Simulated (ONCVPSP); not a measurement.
# Gadolinium: generating and testing an ONCV potential

Do these settings give a usable potential? It is generated, then checked for transferability, scattering, ghosts and hardness.

Program: ONCVPSP 4.0.1.1 (patched build). Reference atom: LDA (Perdew-Wang 92), scalar-relativistic, spherical and spin-unpolarised. All values are calculated.

### Step 1. Settings

Typed settings, in words:

- element: gadolinium (Gd, Z = 64)
- type: optimised norm-conserving Vanderbilt (ONCV)
- frozen core: [Kr] 4d10
- valence charge: 18
- reference configuration: 4f7 5s2 5p6 5d1 6s1.5 (charge +0.5)
- partial waves: 5s+6s: rc 2.20 bohr, ncon 3, nbas 6, qcut 5.2 1/bohr, 2 projectors; 5p: rc 2.60 bohr, ncon 4, nbas 7, qcut 5.9 1/bohr, 1 projector; 5d: rc 2.35 bohr, ncon 4, nbas 7, qcut 4.7 1/bohr, 2 projectors, debl 1.5 Ha; 4f: rc 1.25 bohr, ncon 4, nbas 9, qcut 14.9 1/bohr, 1 projector
- local potential: polynomial inside 0.90 bohr (lpopt 5, dvloc0 0 Ha)
- core correction: not asked for

An earlier all-electron run gives the scale for the radii.

All-electron outer shells of the reference configuration (LDA (PZ), scalar-relativistic, ld1.x):

```tsv
shell	level (eV)	outermost node (bohr)	outermost maximum (bohr)
4d	-150.64	0.27	0.56
5s	-52.93	0.65	1.20
5p	-30.42	0.70	1.35
4f	-11.96	–	0.56
6s	-6.83	1.60	3.25
5d	-5.54	0.79	1.95
6p	-3.55	1.91	4.28
```

### Step 2. Generating the potential

Contents of Gd.dat:

```
# ATOM AND REFERENCE CONFIGURATION
# atsym  z   nc   nv     iexc    psfile
  Gd 64.00    9    5  -001012      upf
#
#   n    l    f
    1    0    2.00
    2    0    2.00
    2    1    6.00
    3    0    2.00
    3    1    6.00
    3    2   10.00
    4    0    2.00
    4    1    6.00
    4    2   10.00
    4    3    7.00
    5    0    2.00
    5    1    6.00
    5    2    1.00
    6    0    1.50
#
# PSEUDOPOTENTIAL AND OPTIMIZATION
# lmax
    3
#
#   l,   rc,      ep,       ncon, nbas, qcut
    0    2.20    0.00    3    6    5.20
    1    2.60    0.00    4    7    5.90
    2    2.35    0.00    4    7    4.70
    3    1.25    0.00    4    9   14.90
#
# LOCAL POTENTIAL
# lloc, lpopt,  rc(5),   dvloc0
    4    5    0.90    0.00
#
# VANDERBILT-KLEINMAN-BYLANDER PROJECTORs
# l, nproj, debl
    0    2    2.20
    1    1    1.90
    2    2    1.50
    3    1    1.30
#
# MODEL CORE CHARGE
# icmod, fcfact, rcfact
    0    0.00    0.00
#
# LOG DERIVATIVE ANALYSIS
# epsh1, epsh2, depsh
   -3.00    5.00    0.02
#
# OUTPUT GRID
# rlmax, drl
    6.00    0.01
#
# TEST CONFIGURATIONS
# ncnf
    4
# nvcnf
#   n    l    f
    5
    4    3    7.00
    5    0    2.00
    5    1    6.00
    5    2    1.00
    6    0    2.00
#
    5
    4    3    7.00
    5    0    2.00
    5    1    6.00
    5    2    1.00
    6    0    1.00
#
    5
    4    3    7.00
    5    0    2.00
    5    1    6.00
    5    2    1.00
    6    0    0.00
#
    5
    4    3    6.00
    5    0    2.00
    5    1    6.00
    5    2    2.00
    6    0    2.00
#
```

Started as:

```console
$ oncvpsp.x < Gd.dat > Gd.out
```

Q: Predict the outcome of this session. Wanted: cutoffs for 1 and 0.1 mHa per electron, occupied waves; bound ghosts; GHOST(+) flags; largest test error; largest phase difference near zero energy, channels read.

The runs gave:

| quantity | value |
| --- | --- |
| cutoffs for 1 and 0.1 mHa per electron, occupied waves | 88 Ha and 97 Ha |
| bound ghosts | s at -231.96 eV, p at -80.36 eV |
| GHOST(+) flags | none at low energy |
| largest test error (AE − PS) | -78 meV, for 4f6 5s2 5p6 5d2 6s2 |
| largest phase difference near zero energy, channels read | 0.077 rad |

**Reading.** A bound ghost (s, p) makes it unfit for use: electrons can fall into a state that the atom doesn't have. The worst unpolarised test, 4f6 5s2 5p6 5d2 6s2, is off by 78 meV on 6.2 eV; by total energies transferability rates as fair. By its cutoff, 88 Ha for the looser tolerance, it is very hard. At the looser tolerance the 4f wave is the slowest; 5s needs 9 Ha. Near zero energy the largest phase difference among the channels read is 0.08 rad, in the p channel. The pseudo curves have a pole with no partner nearby in the atom's: p at -2.94 Ha. These are tests on the free atom; a crystal test is still owed.
